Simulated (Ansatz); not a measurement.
# CH₂BClS₂: a spread of methods and bases

How do the results and run time of CH₂BClS₂ respond when the settings are drawn wide?

The runs use Ansatz 0.2.0, Gaussian basis; the settings change from run to run.

**1. The relaxed structure**

The geometry comes from an earlier relaxation with PBE0-D4 in a triple-zeta def2 set; it is a stationary point, not always the lowest conformer.

SMILES `S=CB(S)Cl`, 7 atoms, charge 0, spin multiplicity 1.

Atoms are counted from 1 here; the program's logs count them from 0.

Bond lengths: S1–C2 1.610 Å, C2–B3 1.567 Å, C2–H6 1.095 Å, B3–S4 1.785 Å, B3–Cl5 1.743 Å, S4–H7 1.345 Å. Angles: S1–C2–B3 124.9°, S1–C2–H6 118.2°, B3–C2–H6 117.0°, C2–B3–S4 120.9°, C2–B3–Cl5 121.7°, S4–B3–Cl5 117.4°, B3–S4–H7 96.5°.

**2. wPBEh/ANO-RCC-VTZP**

Options: charge +1, multiplicity 2, high accuracy, the search for lower states set to light.

in.yaml reads:

```yaml
crystal:
  periodic: [false, false, false]
  atoms:
    - {symbol: S, position_ang: [-1.796899, 1.557696, 0.563885]}
    - {symbol: C, position_ang: [-0.661626, 0.415866, 0.564880]}
    - {symbol: B, position_ang: [0.245686, 0.052966, -0.660724]}
    - {symbol: S, position_ang: [1.460076, -1.251038, -0.548770]}
    - {symbol: Cl, position_ang: [0.112241, 0.897533, -2.179131]}
    - {symbol: H, position_ang: [-0.505536, -0.156401, 1.484772]}
    - {symbol: H, position_ang: [1.207257, -1.584523, 0.729388]}
basis:
  gaussian: {orbitals: ANO-RCC-VTZP}
total_charge: 1
magnetization: {spin_polarized: true, initial_magnetization: 1}
hamiltonian: {xc: {name: wPBEh}}
accuracy: high
scf: {lower_state_search: light}
output: {forces: true}
```

Started as:

```sh
$ ansatz run in.yaml --threads 2 --pin off --events-out ev --progress --plain --max-ram 4352MiB
```

Output, shortened:

```text
Functional definition: wPBEh
  name "wPBEh"
  cite "Heyd, Scuseria & Ernzerhof, J. Chem. Phys. 118, 8207 (2003) doi:10.1063/1.1564060"
  cite "Krukau, Vydrov, Izmaylov & Scuseria, J. Chem. Phys. 125, 224106 (2006) doi:10.1063/1.2404663"
  cite "Heyd & Scuseria, J. Chem. Phys. 120, 7274 (2004) doi:10.1063/1.1668634"
  cite "Ernzerhof & Perdew, J. Chem. Phys. 109, 3313 (1998) doi:10.1063/1.476928"
  cite "Perdew, Burke & Ernzerhof, Phys. Rev. Lett. 77, 3865 (1996) doi:10.1103/PhysRevLett.77.3865"
  parent pbe
[...]
3507 factors; integrals over basis functions are off by at most 3.6e-9 eV
157 factors; integrals over basis functions are off by at most 1.2e-9 eV
[...]
mean field -36020.30680027 eV, -1323.7218594690 hartree, gradient 7.5e-8 eV, S^2 0.766578; 3 other end points of the search recorded, 0 dependent functions left out
[...]
reference -36020.30680607 eV, -1323.7218596821 hartree; 31, 30 occupied and 159, 160 virtual orbitals, 3507 factors
Total energy: -36020.30680607 eV, -1323.7218596821 hartree
Relativity: scalar
Atom 0 at    -1.796899     1.557696     0.563885 Å, force     0.507079    -0.498088    -0.023433 eV/Å
Atom 1 at    -0.661626     0.415866     0.564880 Å, force    -0.567878     0.398316     0.366100 eV/Å
Atom 2 at     0.245686     0.052966    -0.660724 Å, force     0.752894    -0.261850    -1.094181 eV/Å
Atom 3 at     1.460076    -1.251038    -0.548770 Å, force    -0.425394     0.329913     0.222459 eV/Å
Atom 4 at     0.112241     0.897533    -2.179131 Å, force    -0.177544     0.011280     0.368072 eV/Å
Atom 5 at    -0.505536    -0.156401     1.484772 Å, force    -0.184267     0.134420     0.121274 eV/Å
Atom 6 at     1.207257    -1.584523     0.729388 Å, force     0.095111    -0.113991     0.039708 eV/Å
Dipole moment:    -0.531466     0.063684     1.033632 e Å
```

It took 5 min on 2 threads of Arm Neoverse V2, shared host; peak memory 1.6 GiB.

Largest force 1.354 eV/Å, ⟨S²⟩ 0.767.

**3. wPBEh/cc-pVTZ**

in.yaml: that of step 2 with these lines changed.

```diff
@@ -11,8 +11,4 @@
 basis:
-  gaussian: {orbitals: ANO-RCC-VTZP}
-total_charge: 1
-magnetization: {spin_polarized: true, initial_magnetization: 1}
+  gaussian: {orbitals: cc-pVTZ}
 hamiltonian: {xc: {name: wPBEh}}
-accuracy: high
-scf: {lower_state_search: light}
 output: {forces: true}
```

Same command.

Output, shortened:

```text
Functional definition: wPBEh
  name "wPBEh"
  cite "Heyd, Scuseria & Ernzerhof, J. Chem. Phys. 118, 8207 (2003) doi:10.1063/1.1564060"
  cite "Krukau, Vydrov, Izmaylov & Scuseria, J. Chem. Phys. 125, 224106 (2006) doi:10.1063/1.2404663"
  cite "Heyd & Scuseria, J. Chem. Phys. 120, 7274 (2004) doi:10.1063/1.1668634"
  cite "Ernzerhof & Perdew, J. Chem. Phys. 109, 3313 (1998) doi:10.1063/1.476928"
  cite "Perdew, Burke & Ernzerhof, Phys. Rev. Lett. 77, 3865 (1996) doi:10.1103/PhysRevLett.77.3865"
  parent pbe
[...]
1372 factors; their error is unknown
85 factors; integrals over basis functions are off by at most 5.1e-7 eV
[...]
mean field -35930.21962869 eV, -1320.4112169769 hartree, gradient 2.0e-5 eV, S^2 0.000000; 0 other end points of the search recorded, 0 dependent functions left out
[...]
reference -35930.21966477 eV, -1320.4112183026 hartree; 31, 31 occupied and 159, 159 virtual orbitals, 1372 factors
Total energy: -35930.21966477 eV, -1320.4112183026 hartree
Atom 0 at    -1.796899     1.557696     0.563885 Å, force    -0.178142     0.171590     0.016856 eV/Å
Atom 1 at    -0.661626     0.415866     0.564880 Å, force     0.164476    -0.175016     0.021645 eV/Å
Atom 2 at     0.245686     0.052966    -0.660724 Å, force    -0.053420     0.023579     0.067711 eV/Å
Atom 3 at     1.460076    -1.251038    -0.548770 Å, force     0.080053    -0.064113    -0.039541 eV/Å
Atom 4 at     0.112241     0.897533    -2.179131 Å, force    -0.004663     0.049405    -0.095603 eV/Å
Atom 5 at    -0.505536    -0.156401     1.484772 Å, force    -0.004340     0.016298    -0.026948 eV/Å
Atom 6 at     1.207257    -1.584523     0.729388 Å, force    -0.003964    -0.021744     0.055880 eV/Å
Dipole moment:     0.170636    -0.311481     0.302080 e Å
```

It took 5.5 s on 2 threads of Arm Neoverse V2, shared host; peak memory 0.57 GiB.

Largest force 0.248 eV/Å, dipole 2.24 D.

**4. BLYP/def2-TZVP**

This run has atoms shaken by 0.03 Å, D3(BJ) dispersion.

in.yaml reads:

```yaml
crystal:
  periodic: [false, false, false]
  atoms:
    - {symbol: S, position_ang: [-1.758602, 1.590552, 0.555925]}
    - {symbol: C, position_ang: [-0.607962, 0.426923, 0.559379]}
    - {symbol: B, position_ang: [0.312389, 0.106290, -0.661732]}
    - {symbol: S, position_ang: [1.444862, -1.271868, -0.537996]}
    - {symbol: Cl, position_ang: [0.094996, 0.836837, -2.167512]}
    - {symbol: H, position_ang: [-0.480583, -0.206245, 1.501728]}
    - {symbol: H, position_ang: [1.240345, -1.605999, 0.765242]}
basis:
  gaussian: {orbitals: def2-TZVP}
hamiltonian: {xc: {name: BLYP}, dispersion: d3bj}
output: {forces: true}
```

Launched as before.

Output, shortened:

```text
Functional definition: BLYP
  name "BLYP"
  cite "Becke, Phys. Rev. A 38, 3098 (1988) doi:10.1103/PhysRevA.38.3098"
  cite "Lee, Yang & Parr, Phys. Rev. B 37, 785 (1988) doi:10.1103/PhysRevB.37.785"
[...]
1215 factors; their error is unknown
[...]
mean field -35941.14838624 eV, -1320.8128414089 hartree, gradient 6.1e-5 eV, S^2 0.000000; 1 other end points of the search recorded, 0 dependent functions left out
[...]
reference -35941.14873211 eV, -1320.8128541194 hartree; 31, 31 occupied and 154, 154 virtual orbitals, 1215 factors
Total energy: -35941.67089689 eV, -1320.8320433212 hartree
Atom 0 at    -1.758602     1.590552     0.555925 Å, force     0.014503    -0.077060     0.129045 eV/Å
Atom 1 at    -0.607962     0.426923     0.559379 Å, force    -0.067136    -0.226726     1.068030 eV/Å
Atom 2 at     0.312389     0.106290    -0.661732 Å, force    -0.299916    -1.012681     1.486478 eV/Å
Atom 3 at     1.444862    -1.271868    -0.537996 Å, force     0.559074    -0.407421     0.008266 eV/Å
Atom 4 at     0.094996     0.836837    -2.167512 Å, force    -0.049596     0.943048    -1.669067 eV/Å
Atom 5 at    -0.480583    -0.206245     1.501728 Å, force    -0.101422     0.642921    -0.934371 eV/Å
Atom 6 at     1.240345    -1.605999     0.765242 Å, force    -0.055507     0.137919    -0.088380 eV/Å
Dipole moment:     0.184785    -0.274130     0.218670 e Å
```

Wall time 3.1 s (2 threads of Arm Neoverse V2, shared host).

Largest force 1.918 eV/Å, dipole 1.90 D.

**5. B97/cc-pVTZ**

This run has high accuracy.

in.yaml reads:

```yaml
crystal:
  periodic: [false, false, false]
  atoms:
    - {symbol: S, position_ang: [-1.796899, 1.557696, 0.563885]}
    - {symbol: C, position_ang: [-0.661626, 0.415866, 0.564880]}
    - {symbol: B, position_ang: [0.245686, 0.052966, -0.660724]}
    - {symbol: S, position_ang: [1.460076, -1.251038, -0.548770]}
    - {symbol: Cl, position_ang: [0.112241, 0.897533, -2.179131]}
    - {symbol: H, position_ang: [-0.505536, -0.156401, 1.484772]}
    - {symbol: H, position_ang: [1.207257, -1.584523, 0.729388]}
basis:
  gaussian: {orbitals: cc-pVTZ}
hamiltonian: {xc: {name: B97}}
accuracy: high
```

Launched as before.

Output, shortened:

```text
Functional definition: B97
  name "B97"
  cite "Becke, J. Chem. Phys. 107, 8554 (1997) doi:10.1063/1.475007"
[...]
      + integral(e_c_pw_opposite_spin*poly(b97_u_opposite, cos0, cos1, cos2))
3245 factors; integrals over basis functions are off by at most 3.7e-9 eV
[...]
mean field -35937.49685781 eV, -1320.6786502144 hartree, gradient 8.9e-8 eV, S^2 0.000000; 0 other end points of the search recorded, 0 dependent functions left out
reference -35937.49685971 eV, -1320.6786502840 hartree; 31, 31 occupied and 159, 159 virtual orbitals, 3245 factors
Total energy: -35937.49685971 eV, -1320.6786502840 hartree
```

It took 36 s on 2 threads of Arm Neoverse V2, shared host; peak memory 1.2 GiB.

**6. SPW92/6-31G**

This run has density fitting with cc-pVTZ-jkfit, high accuracy.

in.yaml: that of step 5 with these lines changed.

```diff
@@ -11,4 +11,5 @@
 basis:
-  gaussian: {orbitals: cc-pVTZ}
-hamiltonian: {xc: {name: B97}}
+  gaussian: {orbitals: 6-31G, fitting: {mean_field: cc-pVTZ-jkfit}}
+hamiltonian: {xc: {name: SPW92}}
 accuracy: high
+output: {forces: true}
```

The command is unchanged.

Output, shortened:

```text
Functional definition: SPW92
  name "SPW92"
  cite "Dirac, Proc. Camb. Phil. Soc. 26, 376 (1930) doi:10.1017/S0305004100016108"
  cite "Slater, Phys. Rev. 81, 385 (1951) doi:10.1103/PhysRev.81.385"
  cite "Perdew & Wang, Phys. Rev. B 45, 13244 (1992) doi:10.1103/PhysRevB.45.13244"
[...]
581 factors; integrals over basis functions are off by at most 1.9e-3 eV
[...]
mean field -35803.78346249 eV, -1315.7647735703 hartree, gradient 3.5e-8 eV, S^2 0.000000; 0 other end points of the search recorded, 0 dependent functions left out
[...]
reference -35803.78346530 eV, -1315.7647736739 hartree; 31, 31 occupied and 30, 30 virtual orbitals, 581 factors
Total energy: -35803.78346530 eV, -1315.7647736739 hartree
Atom 0 at    -1.796899     1.557696     0.563885 Å, force    -1.845384     1.864040    -0.014829 eV/Å
Atom 1 at    -0.661626     0.415866     0.564880 Å, force     1.893904    -1.595761    -0.694846 eV/Å
Atom 2 at     0.245686     0.052966    -0.660724 Å, force    -0.577621     0.159135     0.943873 eV/Å
Atom 3 at     1.460076    -1.251038    -0.548770 Å, force     0.675862    -0.227637    -1.009791 eV/Å
Atom 4 at     0.112241     0.897533    -2.179131 Å, force    -0.120076     0.496448    -0.802281 eV/Å
Atom 5 at    -0.505536    -0.156401     1.484772 Å, force     0.167509    -0.340054     0.379510 eV/Å
Atom 6 at     1.207257    -1.584523     0.729388 Å, force    -0.194196    -0.356171     1.198365 eV/Å
Dipole moment:     0.167752    -0.361542     0.417475 e Å
```

Wall time 1.3 s (2 threads of Arm Neoverse V2, shared host).

Largest force 2.623 eV/Å, dipole 2.77 D.

**7. revPBE0/aug-pcseg-2**

This run has D3(BJ) dispersion, high accuracy.

in.yaml: that of step 6 with these lines changed.

```diff
@@ -11,4 +11,4 @@
 basis:
-  gaussian: {orbitals: 6-31G, fitting: {mean_field: cc-pVTZ-jkfit}}
-hamiltonian: {xc: {name: SPW92}}
+  gaussian: {orbitals: aug-pcseg-2}
+hamiltonian: {xc: {name: revPBE0}, dispersion: d3bj}
 accuracy: high
```

The command is unchanged.

Output, shortened:

```text
Functional definition: revPBE0
  name "revPBE0"
  cite "Zhang & Yang, Phys. Rev. Lett. 80, 890 (1998) doi:10.1103/PhysRevLett.80.890"
  cite "Adamo & Barone, J. Chem. Phys. 110, 6158 (1999) doi:10.1063/1.478522"
  cite "Perdew, Burke & Ernzerhof, Phys. Rev. Lett. 77, 3865 (1996) doi:10.1103/PhysRevLett.77.3865"
[...]
4410 factors; integrals over basis functions are off by at most 3.3e-9 eV
[...]
mean field -35936.39499339 eV, -1320.6381574438 hartree, gradient 5.5e-8 eV, S^2 0.000000; 0 other end points of the search recorded, 0 dependent functions left out
[...]
reference -35936.39500044 eV, -1320.6381577027 hartree; 31, 31 occupied and 257, 257 virtual orbitals, 4410 factors
Total energy: -35936.88953511 eV, -1320.6563315165 hartree
Atom 0 at    -1.796899     1.557696     0.563885 Å, force    -0.134647     0.130327     0.010716 eV/Å
Atom 1 at    -0.661626     0.415866     0.564880 Å, force     0.082215    -0.123397     0.090765 eV/Å
Atom 2 at     0.245686     0.052966    -0.660724 Å, force    -0.012637     0.007078     0.012883 eV/Å
Atom 3 at     1.460076    -1.251038    -0.548770 Å, force     0.067145    -0.080944     0.025006 eV/Å
Atom 4 at     0.112241     0.897533    -2.179131 Å, force    -0.007463     0.056120    -0.103460 eV/Å
Atom 5 at    -0.505536    -0.156401     1.484772 Å, force     0.000376     0.014762    -0.033333 eV/Å
Atom 6 at     1.207257    -1.584523     0.729388 Å, force     0.005011    -0.003946    -0.002577 eV/Å
Dipole moment:     0.175595    -0.310298     0.288513 e Å
```

Wall time 55 s (2 threads of Arm Neoverse V2, shared host); peak memory 2.6 GiB.

Largest force 0.188 eV/Å, dipole 2.20 D.

**8. HSE06/6-31++G****

This run has D3(BJ) with three-body dispersion.

in.yaml: that of step 7 with these lines changed.

```diff
@@ -11,5 +11,4 @@
 basis:
-  gaussian: {orbitals: aug-pcseg-2}
-hamiltonian: {xc: {name: revPBE0}, dispersion: d3bj}
-accuracy: high
+  gaussian: {orbitals: "6-31++G**"}
+hamiltonian: {xc: {name: HSE06}, dispersion: d3bjatm}
 output: {forces: true}
```

The command is unchanged.

Output, shortened:

```text
Functional definition: HSE06
  name "HSE06"
  cite "Heyd, Scuseria & Ernzerhof, J. Chem. Phys. 118, 8207 (2003) doi:10.1063/1.1564060"
  cite "Krukau, Vydrov, Izmaylov & Scuseria, J. Chem. Phys. 125, 224106 (2006) doi:10.1063/1.2404663"
  cite "Heyd & Scuseria, J. Chem. Phys. 120, 7274 (2004) doi:10.1063/1.1668634"
  cite "Ernzerhof & Perdew, J. Chem. Phys. 109, 3313 (1998) doi:10.1063/1.476928"
  cite "Perdew, Burke & Ernzerhof, Phys. Rev. Lett. 77, 3865 (1996) doi:10.1103/PhysRevLett.77.3865"
  parent pbe
[...]
  # The whole range is PBE's own exchange, as in plane waves. The composition of these papers is wPBEh.
[...]
1032 factors; integrals over basis functions are off by at most 8.5e-4 eV
126 factors; integrals over basis functions are off by at most 1.3e-6 eV
[...]
mean field -35924.60081055 eV, -1320.2047292188 hartree, gradient 3.6e-5 eV, S^2 0.000000; 0 other end points of the search recorded, 0 dependent functions left out
[...]
reference -35924.60088251 eV, -1320.2047318634 hartree; 31, 31 occupied and 88, 88 virtual orbitals, 1032 factors
Total energy: -35924.77433642 eV, -1320.2111061769 hartree
Atom 0 at    -1.796899     1.557696     0.563885 Å, force    -0.387599     0.370791     0.041689 eV/Å
Atom 1 at    -0.661626     0.415866     0.564880 Å, force     0.247447    -0.251602     0.007093 eV/Å
Atom 2 at     0.245686     0.052966    -0.660724 Å, force    -0.001319     0.004495    -0.005891 eV/Å
Atom 3 at     1.460076    -1.251038    -0.548770 Å, force     0.143647    -0.138366    -0.020512 eV/Å
Atom 4 at     0.112241     0.897533    -2.179131 Å, force    -0.017695     0.093813    -0.161531 eV/Å
Atom 5 at    -0.505536    -0.156401     1.484772 Å, force     0.015022    -0.050254     0.078453 eV/Å
Atom 6 at     1.207257    -1.584523     0.729388 Å, force     0.000497    -0.028876     0.060698 eV/Å
Dipole moment:     0.165149    -0.324155     0.341686 e Å
```

It took 3.6 s on 2 threads of Arm Neoverse V2, shared host.

Largest force 0.538 eV/Å, dipole 2.40 D.

**9. rPW86-PBE/ANO-RCC-VTZP**

Set apart from the defaults: the search for lower states set to light.

in.yaml: that of step 8 with these lines changed.

```diff
@@ -11,4 +11,4 @@
 basis:
-  gaussian: {orbitals: "6-31++G**"}
-hamiltonian: {xc: {name: HSE06}, dispersion: d3bjatm}
-output: {forces: true}
+  gaussian: {orbitals: ANO-RCC-VTZP}
+hamiltonian: {xc: {name: rPW86-PBE}}
+scf: {lower_state_search: light}
```

The command is unchanged.

Output:

```text
Functional definition: rPW86-PBE
  name "rPW86-PBE"
  cite "Murray, Lee & Langreth, J. Chem. Theory Comput. 5, 2754 (2009) doi:10.1021/ct900365q"
  cite "Perdew, Burke & Ernzerhof, Phys. Rev. Lett. 77, 3865 (1996) doi:10.1103/PhysRevLett.77.3865"
  parent pbe
  exchange = rpw86_x
  correlation = pbe_c
1586 factors; their error is unknown
mean field evaluation 1: about -36065.5218 eV, gradient 6.6e1 eV
mean field evaluation 2: about -36024.5499 eV, gradient 1.2e2 eV
mean field evaluation 4: about -36075.6696 eV, gradient 1.2e1 eV
mean field evaluation 8: about -36076.0886 eV, gradient 2.6e-1 eV
mean field evaluation 16: about -36076.0195 eV, gradient 1.4e-3 eV
mean field -36076.01949702 eV, -1325.7692633111 hartree, gradient 1.3e-5 eV, S^2 0.000000; 1 other end points of the search recorded, 0 dependent functions left out
reference -36076.01963625 eV, -1325.7692684278 hartree; 31, 31 occupied and 159, 159 virtual orbitals, 1586 factors
Total energy: -36076.01963625 eV, -1325.7692684278 hartree
Relativity: scalar
```

It took 13 s on 2 threads of Arm Neoverse V2, shared host.

**10. B3LYP5/cc-pVDZ**

Options: coordinates scaled by 0.92, density fitting with def2-universal-jkfit.

in.yaml reads:

```yaml
crystal:
  periodic: [false, false, false]
  atoms:
    - {symbol: S, position_ang: [-1.653147, 1.433081, 0.518774]}
    - {symbol: C, position_ang: [-0.608696, 0.382596, 0.519689]}
    - {symbol: B, position_ang: [0.226031, 0.048729, -0.607866]}
    - {symbol: S, position_ang: [1.343270, -1.150955, -0.504868]}
    - {symbol: Cl, position_ang: [0.103261, 0.825730, -2.004801]}
    - {symbol: H, position_ang: [-0.465093, -0.143889, 1.365990]}
    - {symbol: H, position_ang: [1.110677, -1.457761, 0.671037]}
basis:
  gaussian: {orbitals: cc-pVDZ, fitting: {mean_field: def2-universal-jkfit}}
hamiltonian: {xc: {name: B3LYP5}}
output: {forces: true}
```

Launched as before.

Output, shortened:

```text
Functional definition: B3LYP5
  name "B3LYP5"
  cite "Stephens, Devlin, Chabalowski & Frisch, J. Phys. Chem. 98, 11623 (1994) doi:10.1021/j100096a001"
  cite "Becke, Phys. Rev. A 38, 3098 (1988) doi:10.1103/PhysRevA.38.3098"
  cite "Lee, Yang & Parr, Phys. Rev. B 37, 785 (1988) doi:10.1103/PhysRevB.37.785"
  cite "Vosko, Wilk & Nusair, Can. J. Phys. 58, 1200 (1980) doi:10.1139/p80-159"
[...]
570 factors; integrals over basis functions are off by at most 2.5e-1 eV
[...]
mean field -35933.39086322 eV, -1320.5277576962 hartree, gradient 5.2e-5 eV, S^2 0.000000; 0 other end points of the search recorded, 0 dependent functions left out
[...]
reference -35933.39109570 eV, -1320.5277662397 hartree; 31, 31 occupied and 61, 61 virtual orbitals, 570 factors
Total energy: -35933.39109570 eV, -1320.5277662397 hartree
Atom 0 at    -1.653147     1.433081     0.518774 Å, force    -6.938272     6.854596     0.266418 eV/Å
Atom 1 at    -0.608696     0.382596     0.519689 Å, force     2.996795    -3.114910     0.255526 eV/Å
Atom 2 at     0.226031     0.048729    -0.607866 Å, force    -0.217083    -0.106546     0.732520 eV/Å
Atom 3 at     1.343270    -1.150955    -0.504868 Å, force     4.585205    -3.132812    -3.431905 eV/Å
Atom 4 at     0.103261     0.825730    -2.004801 Å, force    -0.492260     3.119720    -5.607183 eV/Å
Atom 5 at    -0.465093    -0.143889     1.365990 Å, force     0.692583    -2.341603     3.642385 eV/Å
Atom 6 at     1.110677    -1.457761     0.671037 Å, force    -0.626967    -1.278446     4.142238 eV/Å
Dipole moment:     0.159071    -0.280240     0.259999 e Å
```

It took 1.5 s on 2 threads of Arm Neoverse V2, shared host.

Largest force 9.757 eV/Å, dipole 1.99 D.

**11. All runs side by side**

```csv
level,charge,multiplicity,geometry,functions,energy (eV),time
wPBEh/ANO-RCC-VTZP,1,2,relaxed,190,-36020.307,5 min
wPBEh/cc-pVTZ,0,1,relaxed,190,-35930.220,5.5 s
BLYP/def2-TZVP,0,1,shaken,185,-35941.671,3.1 s
B97/cc-pVTZ,0,1,relaxed,190,-35937.497,36 s
SPW92/6-31G,0,1,relaxed,61,-35803.783,1.3 s
revPBE0/aug-pcseg-2,0,1,relaxed,288,-35936.890,55 s
HSE06/6-31++G**,0,1,relaxed,119,-35924.774,3.6 s
rPW86-PBE/ANO-RCC-VTZP,0,1,relaxed,190,-36076.020,13 s
B3LYP5/cc-pVDZ,0,1,scaled,92,-35933.391,1.5 s
```

**12. What came out**

| quantity | value |
| --- | --- |
| runs | 9 |
| quickest | SPW92/6-31G, 1.3 s |
| slowest | wPBEh/ANO-RCC-VTZP, 5 min |
| spread of total energies, same state and geometry | 272.2 eV |
| dipole, same state and geometry | 2.20 to 2.77 D |

In words: Run time spans a factor of 229, from SPW92/6-31G to wPBEh/ANO-RCC-VTZP. The jobs differ in tasks and options as well as level. Total energies at one charge and spin differ by 272 eV between levels, so only differences within one level mean anything. Some of these runs are scalar-relativistic and others not, which shifts the totals of all-electron atoms past neon by eV; core potentials, where a basis has them, take the core out of the total altogether. At the PBE0-D4/def2-TZVP geometry and in the same state, runs without warnings or point charges leave forces up to 2.62 eV/Å (SPW92/6-31G), against 9.8 eV/Å where the atoms were moved. At that geometry and state the dipole changes by 26 % between the lowest and highest value.
